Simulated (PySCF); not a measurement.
# C4H7B (SMILES BC1C=CC1) at 5 levels

Wanted: a comparison of 5 runs (HF/STO-3G, HF/3-21G, HF/6-31G*, HF/6-31+G*, HF/6-311+G**) of C4H7B. 

The results are computed with PySCF 2.14.0.

**1. Starting point**

C4H7B has 12 atoms, charge 0, and is taken as a singlet. SMILES: `BC1C=CC1`. The shape is that of a GFN2-xTB optimisation.

Bond lengths: B1–C2 1.559 Å, C2–C3 1.525 Å, C3–C4 1.328 Å, C2–C5 1.556 Å, C4–C5 1.500 Å, B1–H6 1.168 Å, B1–H7 1.169 Å, C2–H8 1.092 Å, C3–H9 1.075 Å, C4–H10 1.076 Å, C5–H11 1.089 Å, C5–H12 1.088 Å. Some angles: B1–C2–C3 107.0°, B1–C2–C5 120.0°, C3–C2–C5 84.8°, C2–C3–C4 94.2°, C3–C4–C5 94.4°, C2–C5–C4 86.5°, B1–C2–H8 115.4°, C3–C2–H8 111.9°, C5–C2–H8 113.0°, C2–B1–H6 120.6°.

**2. The response to a field at HF/STO-3G (run 1)**

Input file mol.xyz:

```xyz
12
C4H7B
B     -1.196720    -0.534760     1.169940
C     -0.602410     0.345690     0.028430
C      0.798300     0.759420     0.467380
C      1.400970     0.161450    -0.554060
C      0.124510    -0.324130    -1.173770
H     -0.973190    -1.680510     1.213950
H     -1.803390    -0.027590     2.031470
H     -1.208130     1.205470    -0.264030
H      1.129490     1.321980     1.321380
H      2.426090     0.059400    -0.863540
H     -0.109380     0.118690    -2.141020
H      0.013870    -1.405120    -1.236110
```

Input file run.py:

```python
# BC1C=CC1
import numpy
from pyscf import gto, scf
from pyscf.prop.polarizability import rhf

mol = gto.Mole()
mol.atom = 'mol.xyz'
mol.basis = 'sto-3g'
mol.spin = 0
mol.charge = 0
mol.max_memory = 1860
mol.verbose = 4
mol.build()

calc0 = scf.RHF(mol)
calc0.conv_tol = 1e-10
calc0.kernel()
if not calc0.converged:
    calc0 = calc0.newton().run(calc0.mo_coeff, calc0.mo_occ)

e_tot = calc0.e_tot
print(f'total energy: {e_tot:.8f} hartree')
pol = rhf.Polarizability(calc0)
alpha = pol.polarizability()
print('isotropic polarizability %.4f bohr^3' % (numpy.trace(alpha) / 3))
alpha_w = pol.polarizability_with_freq(freq=0.0774)
beta = pol.hyper_polarizability()
```

Run with:

```console
$ OMP_NUM_THREADS=1 python run.py
```

Output:

```text
PySCF version 2.14.0

[... 66 lines left out ...]
converged SCF energy = -177.979375336671
total energy: -177.97937534 hartree
[... 2 lines left out ...]
isotropic polarizability 26.3725 bohr^3
```

Wall time 1.3 s (1 thread of Arm Neoverse V1, shared host); peak memory 0.11 GiB.

**3. The response to a field at HF/3-21G (run 2)**

Input file calc.py:

```python
# BC1C=CC1
import numpy
from pyscf import gto, scf
from pyscf.prop.polarizability import rhf

mol = gto.M(
    atom='''
B     -2.261473    -1.010550     2.210866
C     -1.138390     0.653259     0.053725
C      1.508568     1.435096     0.883220
C      2.647450     0.305096    -1.047022
C      0.235290    -0.612517    -2.218104
H     -1.839063    -3.175704     2.294033
H     -3.407913    -0.052138     3.838922
H     -2.283035     2.278008    -0.498944
H      2.134427     2.498180     2.497046
H      4.584646     0.112250    -1.631854
H     -0.206698     0.224292    -4.045941
H      0.026211    -2.655292    -2.335909
''',
    unit='bohr',
    basis='3-21g',
    verbose=4,
    max_memory=1860,
    spin=0,
)

mf = scf.RHF(mol)
mf.conv_tol = 1e-10
mf.kernel()
if not mf.converged:
    mf = mf.newton().run(mf.mo_coeff, mf.mo_occ)

e_tot = mf.e_tot
print('E = %.10f Eh' % e_tot)
pol = rhf.Polarizability(mf)
alpha = pol.polarizability()
print('isotropic polarizability %.4f bohr^3' % (numpy.trace(alpha) / 3))
alpha_w = pol.polarizability_with_freq(freq=0.0774)
beta = pol.hyper_polarizability()
```

Run with:

```console
$ OMP_NUM_THREADS=1 python calc.py
```

Output:

```text
PySCF version 2.14.0

[... 68 lines left out ...]
converged SCF energy = -179.131883396422
[... 3 lines left out ...]
isotropic polarizability 45.4531 bohr^3
```

It took 6 s on 1 thread of Arm Neoverse V1, shared host; peak memory 0.12 GiB.

**4. The response to a field at HF/6-31G(d) (spherical functions) (run 3)**

Input file input.py:

```python
import numpy
from pyscf import gto, scf
from pyscf.prop.polarizability import rhf

mol = gto.M(
    atom='''
B       -1.196720      -0.534760       1.169940
C       -0.602410       0.345690       0.028430
C        0.798300       0.759420       0.467380
C        1.400970       0.161450      -0.554060
C        0.124510      -0.324130      -1.173770
H       -0.973190      -1.680510       1.213950
H       -1.803390      -0.027590       2.031470
H       -1.208130       1.205470      -0.264030
H        1.129490       1.321980       1.321380
H        2.426090       0.059400      -0.863540
H       -0.109380       0.118690      -2.141020
H        0.013870      -1.405120      -1.236110
''',
    spin=0,
    basis='6-31g*',
    verbose=3,
    max_memory=1860,
    charge=0,
)

mf = scf.RHF(mol)
mf.conv_tol = 1e-10
mf.kernel()
if not mf.converged:
    mf = mf.newton().run(mf.mo_coeff, mf.mo_occ)

e_final = mf.e_tot
print('E(%s) = %.9f' % ('HF', e_final))
pol = rhf.Polarizability(mf)
alpha = pol.polarizability()
print('isotropic polarizability %.4f bohr^3' % (numpy.trace(alpha) / 3))
alpha_w = pol.polarizability_with_freq(freq=0.0774)
beta = pol.hyper_polarizability()
```

Run with:

```console
$ OMP_NUM_THREADS=1 python input.py
```

Output:

```text
converged SCF energy = -180.143421697478
E(HF) = -180.143421697
isotropic polarizability 47.8233 bohr^3
```

Wall time 21 s (1 thread of Arm Neoverse V1, shared host); peak memory 0.16 GiB.

Run 4 isn't shown in full; the table further down has it.

**5. The response to a field at HF/6-311+G(d,p) (run 5)**

Input file calc.py:

```python
# BC1C=CC1
import numpy
from pyscf import gto
from pyscf.prop.polarizability import rhf

mol = gto.M(
    atom=[
    ('B', (-1.196720, -0.534760, 1.169940)),
    ('C', (-0.602410, 0.345690, 0.028430)),
    ('C', (0.798300, 0.759420, 0.467380)),
    ('C', (1.400970, 0.161450, -0.554060)),
    ('C', (0.124510, -0.324130, -1.173770)),
    ('H', (-0.973190, -1.680510, 1.213950)),
    ('H', (-1.803390, -0.027590, 2.031470)),
    ('H', (-1.208130, 1.205470, -0.264030)),
    ('H', (1.129490, 1.321980, 1.321380)),
    ('H', (2.426090, 0.059400, -0.863540)),
    ('H', (-0.109380, 0.118690, -2.141020)),
    ('H', (0.013870, -1.405120, -1.236110)),
],
    max_memory=1860,
    spin=0,
    verbose=3,
    basis='6-311+g**',
)

calc0 = mol.RHF()
calc0.conv_tol = 1e-10
calc0.kernel()
if not calc0.converged:
    calc0 = calc0.newton().run(calc0.mo_coeff, calc0.mo_occ)

e_final = calc0.e_tot
print('E(%s) = %.9f' % ('HF', e_final))
pol = rhf.Polarizability(calc0)
alpha = pol.polarizability()
print('isotropic polarizability %.4f bohr^3' % (numpy.trace(alpha) / 3))
alpha_w = pol.polarizability_with_freq(freq=0.0774)
beta = pol.hyper_polarizability()
```

Run with:

```console
$ OMP_NUM_THREADS=1 python calc.py
```

Output:

```text
converged SCF energy = -180.186952550062
E(HF) = -180.186952550
isotropic polarizability 54.6625 bohr^3
```

It took 5 min on 1 thread of Arm Neoverse V1, shared host; peak memory 0.63 GiB.

**6. The series**

```
run                             level  energy (Eh)  dipole moment (D)  HOMO energy (eV)  LUMO energy (eV)  wall time
  1                         HF/STO-3G  -177.979375               0.35             -8.09              6.64      1.3 s
  2                          HF/3-21G  -179.131883               0.59             -9.61              2.75        6 s
  3   HF/6-31G* (spherical functions)  -180.143422               0.59             -9.47              2.95       21 s
  4  HF/6-31+G* (spherical functions)  -180.147582               0.59             -9.57              1.43       47 s
  5                      HF/6-311+G**  -180.186953               0.58             -9.60              1.42      5 min
```

**7. Results**

| quantity | value |
| --- | --- |
| run 5: total energy | -180.18695 Eh |
| run 5: dipole moment | 0.58 D |
| run 5: HOMO energy | -9.60 eV |
| run 5: LUMO energy | 1.42 eV |
| run 5: HOMO–LUMO gap | 11.02 eV |
| run 5: mean static polarisability | 54.7 bohr³ |
| run 5: mean polarisability at ω = 0.0774 Eh | 56.3 bohr³ |

What this shows: The dipole moment (its size) runs from 0.35 D (HF/STO-3G) to 0.59 D (HF/6-31+G*). The HOMO–LUMO gap runs from 11.00 eV (HF/6-31+G*) to 14.73 eV (HF/STO-3G). In run 1 the basis is minimal, so the values are rough. All runs together took 6.3 min, the longest 5 min.
